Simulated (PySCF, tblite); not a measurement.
# C3H5ClF2O2S: geometry, infrared bands and NMR shifts

Aim: predict the infrared bands and NMR shifts of C3H5ClF2O2S (`C[C@](F)(CF)S(=O)(=O)Cl`).

Computed with tblite 0.8.0 and PySCF 2.14.0, with density-fitted response routines of our own, on a single molecule in the gas phase. Atoms are numbered from 0 throughout.

## 1. Starting geometry

14 atoms, charge 0, multiplicity 1; geometry from: force field or distance geometry start.

Bonds of the start (Å): C0–C1 1.50, C1–F2 1.40, C1–C3 1.52, C3–F4 1.38, C1–S5 1.76, S5–O6 1.50, S5–O7 1.51, S5–Cl8 2.07, C0–H9 1.11, C0–H10 1.10, C0–H11 1.12, C3–H12 1.09, C3–H13 1.09.

## 2. Relaxing the molecule with GFN2-xTB

Job settings and geometry (Å):

```
{"job": {"kind": "relax", "xc": "GFN2-xTB", "basis": "xTB"}, "charge": 0, "multiplicity": 1}
C     -1.105400    -0.746200     0.631400
C     -0.091200     0.287500     0.229400
F     -0.083900     1.280600     1.216800
C     -0.525800     0.981100    -1.047300
F     -0.632500    -0.016500    -1.993500
S      1.551500    -0.327100     0.125100
O      1.665700    -1.361300    -0.954900
O      2.461700     0.840400    -0.190800
Cl     2.167800    -1.088100     1.949400
H     -1.975700    -0.689900    -0.049800
H     -0.704000    -1.770500     0.592100
H     -1.489300    -0.518500     1.659200
H      0.255700     1.681400    -1.347800
H     -1.495300     1.446600    -0.841400
```

The run is started by

```bash
> OMP_NUM_THREADS=1 python probes_run.py task.json out
```

One launch serves the whole session: the jobs run in the order shown.

The log of the run:

```text
step      E/eV     max force
  0    -934.37327    6.673
  1    -934.95863    1.669
  2    -935.01777    0.706
  3    -935.06322    0.693
  4    -935.09969    0.739
  5    -935.11858    0.488
  6    -935.13213    0.238
  7    -935.14101    0.219
  8    -935.15040    0.308
  9    -935.16068    0.298
 10    -935.16915    0.213
 11    -935.17651    0.183
 12    -935.18311    0.203
 13    -935.18847    0.195
 14    -935.19209    0.164
 15    -935.19494    0.135
 16    -935.19784    0.146
 17    -935.20076    0.168
 18    -935.20318    0.128
 19    -935.20488    0.110
 20    -935.20615    0.095
 21    -935.20738    0.111
 22    -935.20863    0.117
 23    -935.20977    0.133
 24    -935.21075    0.097
 25    -935.21161    0.076
 26    -935.21246    0.074
 27    -935.21335    0.100
 28    -935.21423    0.102
 29    -935.21502    0.064
 30    -935.21571    0.066
 31    -935.21639    0.073
 32    -935.21712    0.089
 33    -935.21787    0.077
 34    -935.21863    0.074
 35    -935.21945    0.081
 36    -935.22041    0.114
 37    -935.22149    0.115
 38    -935.22262    0.095
 39    -935.22375    0.090
 40    -935.22495    0.097
 41    -935.22621    0.112
 42    -935.22734    0.091
 43    -935.22828    0.076
 44    -935.22918    0.079
 45    -935.23034    0.130
 46    -935.23180    0.138
 47    -935.23312    0.092
 48    -935.23409    0.095
 49    -935.23468    0.139
 50    -935.23608    0.188
 51    -935.23783    0.200
 52    -935.24327    0.201
 53    -935.24564    0.178
 54    -935.24778    0.164
 55    -935.24942    0.179
 56    -935.25119    0.115
 57    -935.25251    0.086
 58    -935.25482    0.136
 59    -935.25590    0.143
 60    -935.25745    0.109
 61    -935.25840    0.085
 62    -935.25915    0.110
 63    -935.25987    0.107
 64    -935.26099    0.078
 65    -935.26227    0.084
 66    -935.26423    0.109
 67    -935.26610    0.123
 68    -935.26671    0.183
 69    -935.26830    0.099
 70    -935.26909    0.060
 71    -935.27017    0.044
 72    -935.27060    0.058
 73    -935.27113    0.046
 74    -935.27167    0.048
 75    -935.27244    0.057
 76    -935.27345    0.064
 77    -935.27488    0.114
 78    -935.27651    0.069
 79    -935.27733    0.260
 80    -935.28009    0.126
 81    -935.28165    0.059
 82    -935.28267    0.066
 83    -935.28313    0.054
 84    -935.28362    0.053
 85    -935.28413    0.046
 86    -935.28478    0.048
 87    -935.28526    0.038
 88    -935.28546    0.022
 89    -935.28551    0.017
 90    -935.28553    0.013
 91    -935.28555    0.009
```

Wall time 0.7 s (1 thread of Arm Neoverse V1, shared host).

Relaxation path: (not every step is listed)

| step | energy from step 0 (eV) | largest force (eV/Å) |
| --- | --- | --- |
| 0 | 0.0000 | 6.6727 |
| 1 | -0.5854 | 1.6694 |
| 2 | -0.6445 | 0.7055 |
| 3 | -0.6899 | 0.6935 |
| 4 | -0.7264 | 0.7387 |
| 5 | -0.7453 | 0.4881 |
| 6 | -0.7589 | 0.2375 |
| 7 | -0.7677 | 0.2192 |
| 8 | -0.7771 | 0.3076 |
| 15 | -0.8217 | 0.1354 |
| 22 | -0.8354 | 0.1169 |
| 29 | -0.8417 | 0.0643 |
| 36 | -0.8471 | 0.1142 |
| 43 | -0.8550 | 0.0764 |
| 50 | -0.8628 | 0.1877 |
| 57 | -0.8792 | 0.0858 |
| 64 | -0.8877 | 0.0780 |
| 71 | -0.8969 | 0.0436 |
| 78 | -0.9032 | 0.0692 |
| 85 | -0.9109 | 0.0462 |
| 86 | -0.9115 | 0.0481 |
| 87 | -0.9120 | 0.0378 |
| 88 | -0.9122 | 0.0224 |
| 89 | -0.9122 | 0.0171 |
| 90 | -0.9123 | 0.0127 |
| 91 | -0.9123 | 0.0093 |

Close pairs (by a distance rule), those that changed most:

| bond | before (Å) | after (Å) | change (Å) |
| --- | --- | --- | --- |
| C1–S5 | 1.757 | 1.865 | +0.108 |
| S5–O7 | 1.514 | 1.423 | -0.091 |
| S5–O6 | 1.500 | 1.422 | -0.078 |
| S5–Cl8 | 2.071 | 2.024 | -0.047 |
| C1–F2 | 1.400 | 1.363 | -0.037 |
| C0–H11 | 1.121 | 1.088 | -0.032 |
| C0–H9 | 1.107 | 1.089 | -0.017 |
| C3–F4 | 1.379 | 1.362 | -0.017 |

The next job starts from the end point, and lists it.

## 3. Vibrational analysis with GFN2-xTB

Job settings and geometry (Å):

```
{"job": {"kind": "ir", "xc": "GFN2-xTB", "basis": "xTB"}, "charge": 0, "multiplicity": 1}
C     -1.106450    -0.799841     0.624943
C     -0.206216     0.338415     0.244035
F     -0.127332     1.294281     1.212856
C     -0.471737     1.008430    -1.091742
F     -0.333159     0.081995    -2.080891
S      1.531555    -0.326824     0.119164
O      1.539110    -1.595525    -0.523070
O      2.403262     0.702285    -0.335179
Cl     1.951620    -0.662416     2.069940
H     -2.142224    -0.470697     0.697694
H     -1.020274    -1.574468    -0.133835
H     -0.795344    -1.204202     1.586348
H      0.267481     1.798391    -1.263117
H     -1.490971     1.409703    -1.149312
```

The log of the run:

```text
mode    cm-1     km/mol
  1      34.4      2.30
  2      65.8      2.45
  3     123.9      0.82
  4     152.1      0.61
  5     164.2      1.39
  6     178.1     10.76
  7     257.3      7.65
  8     265.6     11.11
  9     287.4      5.20
 10     326.8     26.82
 11     334.9     15.52
 12     403.6     40.17
 13     445.3    100.09
 14     486.9     71.58
 15     534.8    122.35
 16     629.5    105.79
 17     860.3     14.91
 18     942.4      1.96
 19     968.3     18.74
 20    1076.4     40.56
 21    1096.9    124.46
 22    1146.8    235.40
 23    1159.3     11.43
 24    1194.6     29.55
 25    1232.0     10.74
 26    1301.4    227.30
 27    1306.8    191.53
 28    1388.7     37.69
 29    1419.0      9.46
 30    1442.5     10.10
 31    1455.2     13.92
 32    2934.3      9.31
 33    2960.5      4.02
 34    3025.2      3.50
 35    3042.1      6.23
 36    3051.1      0.79
```

Wall time 0.52 s (1 thread of Arm Neoverse V1, shared host).

Which atoms move in the most intense modes:

| cm⁻¹ | km/mol | atoms |
| --- | --- | --- |
| 445 | 100.1 | S5 18 %, C1 17 %, F2 13 %, O7 12 % |
| 487 | 71.6 | S5 19 %, O6 18 %, O7 17 %, F2 16 % |
| 535 | 122.3 | S5 34 %, F2 16 % |
| 630 | 105.8 | S5 39 %, C1 20 % |
| 1097 | 124.5 | C1 21 %, H9 19 %, C3 11 %, C0 10 % |
| 1147 | 235.4 | O7 29 %, O6 27 %, S5 18 %, H13 11 % |
| 1301 | 227.3 | S5 26 %, O6 18 %, H12 16 %, O7 15 % |
| 1307 | 191.5 | H12 25 %, S5 18 %, H13 15 %, C3 14 % |

## 4. Shielding tensors: PBE0/pcSseg-1

Same as in step 3 but for these lines:

```diff
@@ -1,2 +1,2 @@
-{"job": {"kind": "ir", "xc": "GFN2-xTB", "basis": "xTB"}, "charge": 0, "multiplicity": 1}
+{"job": {"kind": "nmr", "xc": "PBE0", "basis": "pcSseg-1"}, "charge": 0, "multiplicity": 1}
 C     -1.106450    -0.799841     0.624943
```

Method: GIAO PBE0/pcSseg-1 NMR shielding, non-relativistic, gas phase.

The log of the run:

```text
coarse grid: 13952 points
cycle   1  E = -1324.5234127534  dE =  2.090e+00  |g| = 1.320e+00  |ddm| = 3.642e+00
cycle   2  E = -1323.5079441628  dE =  1.015e+00  |g| = 2.708e+00  |ddm| = 3.007e+00
cycle   3  E = -1324.8272471813  dE = -1.319e+00  |g| = 2.147e-01  |ddm| = 2.243e+00
cycle   4  E = -1324.8345694408  dE = -7.322e-03  |g| = 1.259e-01  |ddm| = 3.224e-01
cycle   5  E = -1324.8374406120  dE = -2.871e-03  |g| = 2.488e-02  |ddm| = 1.106e-01
cycle   6  E = -1324.8375583032  dE = -1.177e-04  |g| = 8.316e-03  |ddm| = 2.629e-02
cycle   7  E = -1324.8375706937  dE = -1.239e-05  |g| = 2.885e-03  |ddm| = 7.730e-03
cycle   8  E = -1324.8375720880  dE = -1.394e-06  |g| = 1.051e-03  |ddm| = 2.769e-03
final grid: 129600 points
cycle   9  E = -1324.9245916124  dE = -3.899e-05  |g| = 1.194e-02  |ddm| = 3.103e-02
cycle  10  E = -1324.9245499859  dE =  4.163e-05  |g| = 1.891e-02  |ddm| = 2.358e-02
cycle  11  E = -1324.9246186816  dE = -6.870e-05  |g| = 2.456e-03  |ddm| = 1.530e-02
cycle  12  E = -1324.9246197747  dE = -1.093e-06  |g| = 4.878e-04  |ddm| = 2.112e-03
cycle  13  E = -1324.9246198104  dE = -3.574e-08  |g| = 2.293e-04  |ddm| = 4.952e-04
cycle  14  E = -1324.9246198186  dE = -8.218e-09  |g| = 6.919e-05  |ddm| = 1.850e-04
cycle  15  E = -1324.9246198194  dE = -7.949e-10  |g| = 2.532e-05  |ddm| = 6.727e-05
converged SCF energy = -1324.9246198194

GIAO shielding tensors (ppm)
atom      isotropic    diamagn.    paramagn.     s11        s22        s33       span
  0 C      168.164     249.896     -81.732    154.427    163.061    187.002     32.575
  1 C       69.229     251.749    -182.520     49.770     69.781     88.135     38.365
  2 F      344.102     474.187    -130.086    297.597    346.245    388.463     90.866
  3 C      102.952     242.029    -139.076     76.520     82.634    149.703     73.183
  4 F      430.126     474.295     -44.169    386.661    426.376    477.341     90.680
  5 S      144.971    1049.738    -904.767      5.103    118.747    311.062    305.959
  6 O       32.846     399.140    -366.295    -46.515     15.373    129.678    176.192
  7 O       56.849     397.868    -341.020    -33.182     51.565    152.162    185.344
  8 Cl     423.346    1146.025    -722.679     58.976    202.666   1008.396    949.419
  9 H       30.081      29.242       0.839     25.981     27.087     37.176     11.195
 10 H       29.324      30.196      -0.872     25.522     28.102     34.349      8.828
 11 H       29.457      29.350       0.108     24.534     29.938     33.900      9.365
 12 H       26.305      28.789      -2.484     23.862     26.260     28.793      4.930
 13 H       26.843      28.386      -1.543     23.080     26.528     30.921      7.841
```

It took 38 s on 1 thread of Arm Neoverse V1, shared host; peak memory 0.9 GiB.

Shifts follow as δ = σ(reference) − σ, with reference shieldings (ppm) from runs at the same level and on the same kind of geometry: 1H TMS 31.72, 13C TMS 186.9, 19F CFCl3 170.9, 17O H2O 336.1, 33S CS2 504, 35Cl HCl 950. The references are single molecules in the gas phase, so shifts against H2O, NH3, PH3, H3PO4 or CFCl3 are not on the usual liquid scales and can be off by tens of ppm. Atoms listed in one row are averaged.

| atoms | environment | σ (ppm) | δ (ppm) | δ scaled to CDCl3 |
| --- | --- | --- | --- | --- |
| C1 | fully substituted sp3 carbon bonded to F and S | 69.2 | 117.7 | 108.5 |
| C3 | sp3 CH2 bonded to F | 103.0 | 84.0 | 80.0 |
| C0 | methyl carbon | 168.2 | 18.8 | 16.4 |
| H12 | hydrogen on an sp3 CH2 bonded to F | 26.30 | 5.41 | 5.21 |
| H13 | hydrogen on an sp3 CH2 bonded to F | 26.84 | 4.87 | 4.70 |
| H9, H10, H11 | hydrogen on a methyl carbon | 29.62 | 2.10 | 2.08 |
| F2 | fluorine on an sp3 carbon | 344.1 | -173.2 | – |
| F4 | fluorine on an sp3 carbon | 430.1 | -259.2 | – |
| S5 | sulfonyl sulfur | 145 | 359 | – |
| O6 | S=O oxygen | 32.8 | 303.2 | – |
| O7 | S=O oxygen | 56.8 | 279.2 | – |
| Cl8 | chlorine bonded to S | 423 | 526 | – |

The scaled column applies a straight-line fit of computed shieldings to shifts measured in CDCl3, with any fitted terms for Cl, Br or S neighbours, and one for carbons that bear F (root-mean-square error 0.16 ppm for H, 1.9 ppm for C).

The run also stored atomic charges by several schemes (e):

| atoms | Mulliken | IAO | Hirshfeld | ESP fit |
| --- | --- | --- | --- | --- |
| C0 | -0.18 | -0.45 | -0.13 | -0.43 |
| C1 | -0.18 | 0.15 | 0.10 | 0.27 |
| F2 | -0.28 | -0.29 | -0.08 | -0.22 |
| C3 | 0.23 | 0.02 | 0.02 | 0.03 |
| F4 | -0.31 | -0.31 | -0.09 | -0.18 |
| S5 | 1.00 | 1.93 | 0.50 | 0.70 |
| O6 | -0.45 | -0.82 | -0.27 | -0.38 |
| O7 | -0.47 | -0.82 | -0.27 | -0.38 |
| Cl8 | -0.11 | -0.26 | -0.05 | -0.08 |

Mayer bond orders: C0–C1 0.98, C1–F2 0.90, C1–C3 0.98, C3–F4 0.91, C1–S5 0.74, S5–O6 1.78, S5–O7 1.77, S5–Cl8 0.86.

Orbitals, density, ELF and potential are computed afterwards from the orbital file.

Frontier orbitals at PBE0/pcSseg-1, with the share of their density that lies nearest to each atom:

| orbital | energy (eV) | lies on |
| --- | --- | --- |
| HOMO | -9.21 | Cl8 41 %; O6 29 %; O7 22 % |
| LUMO | -1.60 | Cl8 36 %; S5 29 %; C1 10 % |

ELF in a plane through or near 7 of the atoms.

Values, 10 rows by 14 columns:
```
0.00 0.00 0.00 0.00 0.00 0.00 0.00 0.00 0.00 0.00 0.00 0.00 0.00 0.00
0.00 0.00 0.00 0.00 0.04 0.09 0.04 0.00 0.00 0.00 0.00 0.00 0.00 0.00
0.00 0.00 0.00 0.04 0.72 0.87 0.76 0.03 0.86 0.76 0.01 0.00 0.00 0.00
0.00 0.00 0.06 0.02 0.47 0.72 0.57 0.04 0.99 0.88 0.08 0.01 0.00 0.00
0.00 0.10 0.65 0.68 0.59 0.21 0.72 0.47 0.24 0.48 0.98 0.68 0.00 0.00
0.00 0.20 0.84 0.75 0.72 0.40 0.68 0.26 0.62 0.66 0.99 0.57 0.00 0.00
0.00 0.04 0.51 0.82 0.57 0.04 0.67 0.28 0.64 0.19 0.00 0.00 0.00 0.00
0.00 0.00 0.01 0.08 0.01 0.91 0.99 0.64 1.00 0.99 0.02 0.00 0.00 0.00
0.00 0.00 0.00 0.00 0.00 0.09 0.24 0.04 0.39 0.15 0.00 0.00 0.00 0.00
0.00 0.00 0.00 0.00 0.00 0.00 0.00 0.00 0.00 0.00 0.00 0.00 0.00 0.00
```
The map spans 10.8 Å across and 9.5 Å up, centred on the molecule. Atoms in the plane (x, y in Å): C0 (0.2, -1.5), C1 (0.2, -0.1), C3 (1.3, 0.8), O7 (-1.3, 2.1), H9 (1.0, -2.0), H11 (-0.7, -2.0), H13 (2.3, 0.4).

On the surface of density 0.002 e/bohr³ the electrostatic potential runs, from the 1st to the 99th percentile, from -1.25 V near O6 to 1.66 V near H13.

## 5. Summary of results

| quantity | value |
| --- | --- |
| strongest single infrared mode (GFN2-xTB) | 1147 cm⁻¹, 235 km/mol |
| zero-point energy (GFN2-xTB) | 53.9 kcal/mol |
| 13C shifts against TMS (PBE0/pcSseg-1) | 117.7, 84.0, 18.8 ppm |
| 1H shifts against TMS (PBE0/pcSseg-1, means over atoms taken as alike) | 5.41, 4.87, 2.10 ppm |
| 19F shifts against CFCl3 (PBE0/pcSseg-1) | -173.2, -259.2 ppm |
| 33S shifts against CS2 (PBE0/pcSseg-1) | 359 ppm |
| 17O shifts against H2O (PBE0/pcSseg-1) | 303.2, 279.2 ppm |
| 35Cl shifts against HCl (PBE0/pcSseg-1) | 526 ppm |
| surface potential, 1st and 99th percentile | -1.25 V and 1.66 V |

Over 91 steps the energy fell by 0.912 eV; of the close pairs, C1–S5 changed most, 1.757 to 1.865 Å. All 36 modes are real, so the xTB geometry is a minimum. The strongest single mode, at 1147 cm⁻¹, is carried by O7, O6, S5, H13. Unscaled tight-binding wavenumbers are off by several per cent, some by more. Its intensities can rank the bands wrongly. At PBE0/pcSseg-1: The largest span, 949 ppm, is at Cl8, where the paramagnetic term is -723 ppm. At PBE0/pcSseg-1, counted by nearest atom on the grid, the HOMO lies on Cl8 41 %; O6 29 %, the LUMO on Cl8 36 %; S5 29 %.
